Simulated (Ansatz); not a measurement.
# GaC3: the cost of one run

Computed with Ansatz 0.2.0, driven from Python. Level of theory: DFT r2SCAN, plane waves, PAW.

## 1. Starting point

It takes space group Pm-3m (No. 221, cubic). Conventional cell: a = 3.319 Å, b = 3.319 Å, c = 3.319 Å, α = 90.00°, β = 90.00°, γ = 90.00°. Around Ga (site symmetry m-3m) lie 12 C at 2.35 Å. C (site symmetry 4/mmm) is surrounded by 4 Ga at 2.35 Å and 8 C at 2.35 Å.

The script holds or builds the structure itself.

## 2. The code

Input file run_eos.py:

```python
import warnings

import ansatz as az
from ase.eos import EquationOfState
from ase.units import GPa
import numpy as np

VECTORS = np.array([
    [3.31895, 0.0, 0.0],
    [0.0, 3.31895, 0.0],
    [0.0, 0.0, 3.31895],
])
SITES = [
    ('Ga', (0.0, 0.0, 0.0)),
    ('C', (0.0, 0.5, 0.5)),
    ('C', (0.5, 0.0, 0.5)),
    ('C', (0.5, 0.5, 0.0)),
]


def crystal_on(cell):
    crystal = az.Crystal(lattice=az.Lattice.of(cell))
    for symbol, position in SITES:
        crystal = crystal.atom(symbol, position)
    return crystal

warnings.simplefilter('ignore', az.DeckWarning)

volumes, energies, pressures = [], [], []
for scale in np.linspace(0.92, 1.08, 7):
    cell = VECTORS * scale ** (1 / 3)
    calc = (
        crystal_on(cell).calculation()
        .functional('r2scan')
        .basis(550)
        .occupations(az.OccupationsMethod.FERMI_DIRAC, width=0.1)
        .kpoints(7, 7, 7)
        .stress()
    )
    report = calc.run().report
    volumes.append(abs(np.linalg.det(cell)) / len(SITES))
    energies.append(report['free_energy_ev'] / len(SITES))
    pressures.append(np.trace(report['stress_gpa']) / 3)
    print(f'V = {volumes[-1]:8.4f} A^3/atom  F = {energies[-1]:.5f} eV/atom  P = {pressures[-1]:8.3f} GPa')

eos = EquationOfState(volumes, energies, eos='sj')
v0, e0, bulk = eos.fit()
print(f'V0 = {v0:.4f} A^3/atom, E0 = {e0:.5f} eV/atom, B = {bulk / GPa:.1f} GPa')
```

## 3. The input behind the calls

The engine receives this input (first run):

```yaml
crystal:
  lattice:
    - [3.227973684779072, 0.0, 0.0]
    - [0.0, 3.227973684779072, 0.0]
    - [0.0, 0.0, 3.227973684779072]
  atoms:
    - { symbol: Ga, position: [0.0, 0.0, 0.0] }
    - { symbol: C, position: [0.0, 0.5, 0.5] }
    - { symbol: C, position: [0.5, 0.0, 0.5] }
    - { symbol: C, position: [0.5, 0.5, 0.0] }
basis:
  ecutwfc: 550.0
kpoints:
  mp_grid:
    grid: [7, 7, 7]
hamiltonian:
  xc: r2scan
scf:
  occupations:
    method: fermi_dirac
    width: 0.1
output:
  stress: true
```

## 4. The run

The run is started by

```console
> python run_eos.py
```

Q: Estimate wall time and peak memory on 1 thread of Intel Xeon Platinum 8259CL at 2.50GHz (Skylake/Cascade Lake), shared host.

About 20 s, with a peak of 0.48 GiB.
